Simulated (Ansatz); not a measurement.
# CuF: the cost of one run

Computed with Ansatz 0.2.0, Gaussian basis. Level: def2-QZVPP, core rule «outside noble gas», up to 10 orbitals frozen.

To be run: UHF; ROHF; CCSD(T) on UHF.

### Step 1. The geometry

The geometry is a PBE0/def2-TZVP stationary point (not a proven minimum).

2 atoms, charge 1, spin multiplicity 2.

Atoms are counted from 1 here; the program's logs count them from 0.

Bond lengths: Cu1–F2 1.691 Å.

As a file:

| atom | x (Å) | y (Å) | z (Å) |
| --- | --- | --- | --- |
| Cu1 | 0.0000 | 0.0000 | 0.0000 |
| F2 | 0.0000 | 0.0000 | 1.6908 |

### Step 2. UHF

in.yaml reads:

```yaml
crystal:
  periodic: [false, false, false]
  atoms:
    - {symbol: Cu, position_ang: [0.000000, 0.000000, 0.000000]}
    - {symbol: F, position_ang: [0.000000, 0.000000, 1.690800]}
basis:
  gaussian: {orbitals: "def2-QZVPP.json"}
total_charge: 1
magnetization: {spin_polarized: true, initial_magnetization: 1}
hamiltonian: {xc: hf}
output: {orbitals: {seedname: orbitals}}
```

Command:

```
$ ansatz run in.yaml --threads 1 --pin off --events-out ev --progress --plain --max-ram 2816MiB --backend cpu
```

What time and memory should one allow on 1 thread of AMD EPYC 7R13, shared host?

About 17 s, with a peak of 0.49 GiB.
